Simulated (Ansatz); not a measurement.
# CH6N2OSi: one species, many methods

How much do the methods differ for CH6N2OSi? The plan is to run it at one geometry with functionals of several rungs and with coupled cluster, and see how far each lands from CCSD(T) at the basis-set limit for the atomisation energy.

Program: Ansatz 0.2.0, Gaussian basis. Level of theory: functionals in def2-TZVPP, the program's frozen cores in correlated methods. These are calculated values, not measurements.

Levels to be run: PBE-D4, r2SCAN-D4, PBE0-D4, B3LYP-D4, ωB97X-V, ωB97M-V, B2PLYP; CCSD(T)/def2-TZVPP; MP2/def2-QZVPP; extrapolation to the limit.

**1. The geometry**

An earlier PBE0-D4 in a triple-zeta def2 set relaxation fixed the geometry.

SMILES `NC1(N)O[SiH2]1`, 11 atoms, charge 0, spin multiplicity 1.

Atoms are counted from 1 here; the program's logs count them from 0.

Bond lengths: N1–C2 1.412 Å, N1–H6 1.011 Å, N1–H7 1.017 Å, C2–N3 1.426 Å, C2–O4 1.478 Å, C2–Si5 1.828 Å, N3–H8 1.014 Å, N3–H9 1.011 Å, O4–Si5 1.668 Å, Si5–H10 1.485 Å, Si5–H11 1.479 Å. Angles: C2–N1–H6 112.8°, C2–N1–H7 110.9°, H6–N1–H7 109.1°, N1–C2–N3 114.3°, N1–C2–O4 116.7°, N1–C2–Si5 124.7°, N3–C2–O4 108.1°, N3–C2–Si5 118.8°, O4–C2–Si5 59.5°, C2–N3–H8 110.1°, C2–N3–H9 110.5°, H8–N3–H9 110.1°, C2–O4–Si5 70.7°, C2–Si5–O4 49.8°, C2–Si5–H10 123.4°, C2–Si5–H11 122.1°, O4–Si5–H10 115.3°, O4–Si5–H11 117.7° and more.

**2. PBE-D4 (GGA)**

in.yaml

```yaml
crystal:
  periodic: [false, false, false]
  atoms:
    - {symbol: N, position_ang: [0.182835, 1.253829, 0.812298]}
    - {symbol: C, position_ang: [0.048639, -0.007977, 0.192284]}
    - {symbol: N, position_ang: [0.170175, -1.115169, 1.083004]}
    - {symbol: O, position_ang: [-1.157499, -0.215507, -0.636898]}
    - {symbol: Si, position_ang: [0.198583, -0.304021, -1.604925]}
    - {symbol: H, position_ang: [0.191157, 2.017088, 0.149328]}
    - {symbol: H, position_ang: [-0.563226, 1.407309, 1.485694]}
    - {symbol: H, position_ang: [-0.734775, -1.346061, 1.478124]}
    - {symbol: H, position_ang: [0.828150, -0.905430, 1.821360]}
    - {symbol: H, position_ang: [0.338317, 0.786118, -2.603093]}
    - {symbol: H, position_ang: [0.563043, -1.627279, -2.156575]}
basis:
  gaussian: {orbitals: def2-TZVPP}
hamiltonian: {xc: pbe, dispersion: d4}
output: {forces: true, orbitals: {seedname: orbitals}}
```

On the command line:

```console
> ansatz run in.yaml --threads 4 --pin off --events-out ev --progress --plain --max-ram 10444MiB
```

Further steps of the session: r2SCAN-D4 (meta-GGA); PBE0-D4 (hybrid); B3LYP-D4 (hybrid); ωB97X-V (range-separated); ωB97M-V (range-separated); B2PLYP (double hybrid); CCSD(T) in def2-TZVPP; MP2 in def2-QZVPP.

Q: Predict the results of all the runs planned. Wanted: atomisation energy, CCSD(T)/CBS; farthest; mean size of error, hybrid; mean size of error, range-separated; gap, smallest and largest; T1 diagnostic; triples share of the correlation energy.

The runs gave:

| quantity | value |
| --- | --- |
| atomisation energy, CCSD(T)/CBS | 933.1 kcal/mol |
| functionals within 4.7 kcal/mol (0.5 %) | r2SCAN-D4, PBE0-D4, B3LYP-D4 |
| farthest | PBE-D4 (+28.3 kcal/mol) |
| mean size of error, hybrid | 1.0 kcal/mol |
| mean size of error, range-separated | 6.0 kcal/mol |
| gap, smallest and largest | 3.85 eV (PBE-D4), 10.28 eV (ωB97X-V) |
| T1 diagnostic | 0.0135 |
| triples share of the correlation energy | 4.0 % |

PBE-D4 is off by +28.3 kcal/mol. Double hybrids carry the basis error of their MP2 part in triple zeta, and no dispersion term here, so their miss is partly the set-up's. Misses under about 4.7 kcal/mol are within the doubt on the reference itself, which lacks core-valence correlation, relativity and higher excitations. Hartree-Fock recovers 65 % of the binding; the rest is correlation. Orbital gaps span 3.8 to 10.3 eV; exact exchange widens them.
